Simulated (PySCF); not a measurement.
# C3F5P: the cost of one run

Programs: PySCF 2.14.0, with routines of our own; each step states its level. All values are computed. Atoms count from 0.

## 1. The system as given

9 atoms, charge 0, multiplicity 1; geometry from: GFN2-xTB.

## 2. Magnetic properties: GIAO HF/pcSseg-1

Job settings and geometry (Å):

```
{"job": {"kind": "mag", "xc": "HF", "basis": "pcSseg-1", "isotopologues": 0}, "charge": 0, "multiplicity": 1}
F     -0.831450    -1.103829    -1.174847
C     -0.932616    -0.381708    -0.054606
F     -0.900892    -1.237511     0.971478
F     -2.119260     0.211783    -0.056002
C      0.250673     0.624982     0.043945
F      0.075760     1.365708     1.173104
F      0.136533     1.499907    -0.993457
C      1.503203    -0.088377     0.036057
P      2.831611    -0.884962     0.029147
```

Level: GIAO HF/pcSseg-1 magnetisability, rotational g tensor and spin-rotation constants, non-relativistic, gas phase.

Run with:

```console
OMP_NUM_THREADS=1 python excited_run.py task.json out
```

The driver reads the jobs from task.json and runs them one after another.

Q: Estimate the wall time and peak memory of this first job on 1 thread of INTEL XEON PLATINUM 8581C at 2.10GHz, shared host.

About 9.8 s, with a peak of 0.77 GiB.
